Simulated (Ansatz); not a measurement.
# GaF₃: up Jacob's ladder to CCSD(T)

An exercise on one series of results from a longer session: the logs are not shown, and one member is left open.

The runs use Ansatz 0.2.0, Gaussian basis; functionals in def2-TZVPP, the program's frozen cores in correlated methods.

Levels to be run: LDA (SPW92), PBE-D4, revPBE-D4, BLYP-D4, r2SCAN-D4, B97M-V, PBE0-D4, B3LYP-D4, r2SCANh-D4, r2SCAN0-D4, HSE06-D4, BHLYP-D4, CAM-B3LYP-D4, LC-ωPBE, ωB97X-V, ωB97M-V, B2PLYP, PBE-QIDH; CCSD(T)/def2-SVP; CCSD(T)/def2-TZVPP; MP2/def2-QZVPP; extrapolation to the limit; RPA on PBE.

**The relaxed structure**

All runs share one geometry, relaxed beforehand with PBE0-D4 in a triple-zeta def2 set.

4 atoms, charge 0, spin multiplicity 1.

Atoms are counted from 1 here; the program's logs count them from 0.

Bond lengths: F1–Ga2 1.724 Å, Ga2–F3 1.724 Å, Ga2–F4 1.724 Å. Angles: F1–Ga2–F3 120.0°, F1–Ga2–F4 120.0°, F3–Ga2–F4 120.0°.

The first run:

The input, in.yaml:

```yaml
crystal:
  periodic: [false, false, false]
  atoms:
    - {symbol: F, position_ang: [-0.048673, -1.610127, 0.645938]}
    - {symbol: Ga, position_ang: [0.013827, -0.015025, -0.005201]}
    - {symbol: F, position_ang: [0.964113, 1.195796, 0.771305]}
    - {symbol: F, position_ang: [-0.873768, 0.369056, -1.432440]}
basis:
  gaussian: {orbitals: def2-TZVPP}
hamiltonian: {xc: lda}
output: {orbitals: {seedname: orbitals}}
```

On the command line:

```
ansatz run in.yaml --threads 4 --pin off --events-out ev --progress --plain --max-ram 10444MiB
```

Among the steps run: LDA; PBE-D4 (GGA); revPBE-D4 (GGA); BLYP-D4 (GGA); r2SCAN-D4 (meta-GGA); B97M-V (meta-GGA); B3LYP-D4 (hybrid); r2SCANh-D4 (hybrid); r2SCAN0-D4 (hybrid); HSE06-D4 (hybrid); BHLYP-D4 (hybrid); CAM-B3LYP-D4 (range-separated); LC-ωPBE (range-separated); ωB97X-V (range-separated); ωB97M-V (range-separated); B2PLYP (double hybrid); PBE-QIDH (double hybrid).

One of the session's tables, all rows but one given; the rest of the session is left out.

It belongs to the step «Orbital energies across the functionals». 

```
  functional  HOMO (eV)  LUMO (eV)  gap (eV)
 LDA (SPW92)      -9.96      -3.75      6.21
      PBE-D4      -9.66      -3.36      6.29
   revPBE-D4      -9.55      -3.19      6.36
     BLYP-D4      -9.61      -3.41      6.20
   r2SCAN-D4          ?          ?         ?
      B97M-V     -10.28      -3.24      7.04
     PBE0-D4     -11.77      -2.34      9.43
    B3LYP-D4     -11.47      -2.78      8.68
  r2SCANh-D4     -10.95      -2.66      8.29
  r2SCAN0-D4     -12.15      -2.14     10.01
    HSE06-D4     -11.35      -2.72      8.63
    BHLYP-D4     -13.88      -1.52     12.36
CAM-B3LYP-D4     -13.38      -1.45     11.93
     LC-ωPBE     -14.66       0.06     14.72
     ωB97X-V     -14.34      -0.13     14.21
     ωB97M-V     -14.31      -0.36     13.95
```

**Question.** Estimate the row for r2SCAN-D4.

Worked estimate for «HOMO (eV)». Against the share of exact exchange, r2SCANh-D4 (0.1, -10.95), r2SCAN0-D4 (0.25, -12.15) give a slope of -8.00 per unit share; at 0 the line stands at -10.15.

As computed: HOMO (eV): -10.17; LUMO (eV): -3.02; gap (eV): 7.14. In «HOMO (eV)» the line misses by +0.02.
